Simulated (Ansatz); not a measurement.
# CH6GaNSi: the cost of one run

Program: Ansatz 0.2.0. Level of theory: RHF/def2-SVP. These are calculated values, not measurements.

### 1 Starting geometry

10 atoms, charge 0, spin multiplicity 1.

Atoms are counted from 1 here; the program's logs count them from 0.

Bond lengths: N1–C2 1.297 Å, N1–Ga4 2.155 Å, N1–H5 1.035 Å, C2–Si3 1.939 Å, C2–H6 1.114 Å, Si3–Ga4 2.462 Å, Si3–H7 1.512 Å, Si3–H8 1.512 Å, Ga4–H9 1.584 Å, Ga4–H10 1.584 Å. Angles: C2–N1–Ga4 105.5°, C2–N1–H5 117.7°, Ga4–N1–H5 136.8°, N1–C2–Si3 107.4°, N1–C2–H6 120.2°, Si3–C2–H6 132.5°, C2–Si3–Ga4 77.9°, C2–Si3–H7 106.6°, C2–Si3–H8 106.8°, Ga4–Si3–H7 125.2°, Ga4–Si3–H8 125.4°, H7–Si3–H8 106.0°, N1–Ga4–Si3 69.3°, N1–Ga4–H9 106.0°, N1–Ga4–H10 105.9°, Si3–Ga4–H9 118.4°, Si3–Ga4–H10 118.4°, H9–Ga4–H10 121.5°.

Geometry (Å):

```
N    -0.13566    1.09980   -0.63534
C    -0.20722    1.02488    0.65734
Si    0.05831   -0.83320    1.14560
Ga    0.23452   -0.91313   -1.30894
H    -0.25771    2.03050   -1.07153
H    -0.39384    1.94207    1.26159
H    -1.15614   -1.24832    1.94538
H     1.22372   -0.86892    2.10860
H    -1.04410   -1.33825   -2.14187
H     1.67812   -0.89543   -1.96083
```

### 2 Relaxation

Contents of input.yaml:

```yaml
crystal:
  periodic: [false, false, false]
  atoms:
    - { symbol: "N", position_ang: [-0.135658, 1.099797, -0.635339] }
    - { symbol: C, position_ang: [-0.207223, 1.02488, 0.65734] }
    - { symbol: Si, position_ang: [0.05831, -0.833203, 1.145601] }
    - { symbol: Ga, position_ang: [0.234522, -0.913127, -1.30894] }
    - { symbol: H, position_ang: [-0.257711, 2.030495, -1.071525] }
    - { symbol: H, position_ang: [-0.393842, 1.942075, 1.261587] }
    - { symbol: H, position_ang: [-1.156141, -1.24832, 1.945379] }
    - { symbol: H, position_ang: [1.223719, -0.868918, 2.108602] }
    - { symbol: H, position_ang: [-1.0441, -1.33825, -2.141872] }
    - { symbol: H, position_ang: [1.678124, -0.89543, -1.960834] }
basis:
  gaussian: { orbitals: def2-SVP }
hamiltonian:
  xc: hf
output:
  forces: true
relax:
  f_tol: 0.003
  max_steps: 120
```

Launch:

```sh
> ansatz run input.yaml --threads 1 --pin off --max-ram 2560MiB --backend cpu --events-out ev --progress --plain --runs-dir out
```

Q: Estimate wall time and peak memory on 1 thread of Arm Neoverse V2, shared host.

About 29 s, with a peak of 0.24 GiB.
